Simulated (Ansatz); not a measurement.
# C3H11GaS: the cost of one run

Program: Ansatz 0.2.0, Gaussian basis. Level of theory: the settings change from run to run. These are calculated values, not measurements.

**1. The molecule**

An earlier PBE0-D4 in a triple-zeta def2 set relaxation fixed the geometry.

SMILES `[CH3][Ga-]([CH3])([CH3])[SH2+]`, 16 atoms, charge 0, spin multiplicity 1.

Atoms are counted from 1 here; the program's logs count them from 0.

Bond lengths: C1–Ga2 1.990 Å, C1–H6 1.095 Å, C1–H7 1.093 Å, C1–H8 1.093 Å, Ga2–C3 1.987 Å, Ga2–C4 1.987 Å, Ga2–S5 2.701 Å, C3–H9 1.093 Å, C3–H10 1.093 Å, C3–H11 1.095 Å, C4–H12 1.093 Å, C4–H13 1.095 Å, C4–H14 1.093 Å, S5–H15 1.343 Å, S5–H16 1.343 Å. Angles: Ga2–C1–H6 109.6°, Ga2–C1–H7 112.2°, Ga2–C1–H8 112.2°, H6–C1–H7 107.0°, H6–C1–H8 107.0°, H7–C1–H8 108.5°, C1–Ga2–C3 118.8°, C1–Ga2–C4 118.8°, C1–Ga2–S5 97.0°, C3–Ga2–C4 119.3°, C3–Ga2–S5 95.5°, C4–Ga2–S5 95.4°, Ga2–C3–H9 112.3°, Ga2–C3–H10 112.1°, Ga2–C3–H11 109.5°, H9–C3–H10 108.5°, H9–C3–H11 107.1°, H10–C3–H11 107.2° and more.

**2. wB97/aug-cc-pVTZ**

Set apart from the defaults: the search for lower states set to light.

The input, in.yaml:

```yaml
crystal:
  periodic: [false, false, false]
  atoms:
    - {symbol: C, position_ang: [-0.533103, 1.289317, -1.354131]}
    - {symbol: Ga, position_ang: [0.229429, -0.154738, -0.217622]}
    - {symbol: C, position_ang: [2.004686, 0.131222, 0.627785]}
    - {symbol: C, position_ang: [-0.454541, -2.007355, -0.438876]}
    - {symbol: S, position_ang: [-1.207730, 0.385110, 2.004866]}
    - {symbol: H, position_ang: [-0.073223, 1.256399, -2.347101]}
    - {symbol: H, position_ang: [-0.339213, 2.284094, -0.944277]}
    - {symbol: H, position_ang: [-1.611237, 1.177673, -1.496737]}
    - {symbol: H, position_ang: [2.137355, 1.158450, 0.976944]}
    - {symbol: H, position_ang: [2.172314, -0.545034, 1.469451]}
    - {symbol: H, position_ang: [2.793614, -0.062909, -0.105818]}
    - {symbol: H, position_ang: [-0.236295, -2.631693, 0.430935]}
    - {symbol: H, position_ang: [0.029105, -2.474980, -1.302391]}
    - {symbol: H, position_ang: [-1.531866, -2.032743, -0.621975]}
    - {symbol: H, position_ang: [-1.009775, 1.713315, 1.981870]}
    - {symbol: H, position_ang: [-2.392520, 0.491072, 1.381276]}
basis:
  gaussian: {orbitals: aug-cc-pVTZ}
hamiltonian: {xc: {name: wB97}}
scf: {lower_state_search: light}
```

On the command line:

```sh
> ansatz run in.yaml --threads 4 --pin off --events-out ev --progress --plain --max-ram 11315MiB
```

What time and memory should one allow on 4 threads of Intel Xeon Platinum 8488C, shared host?

About 19 s, with a peak of 2.7 GiB.
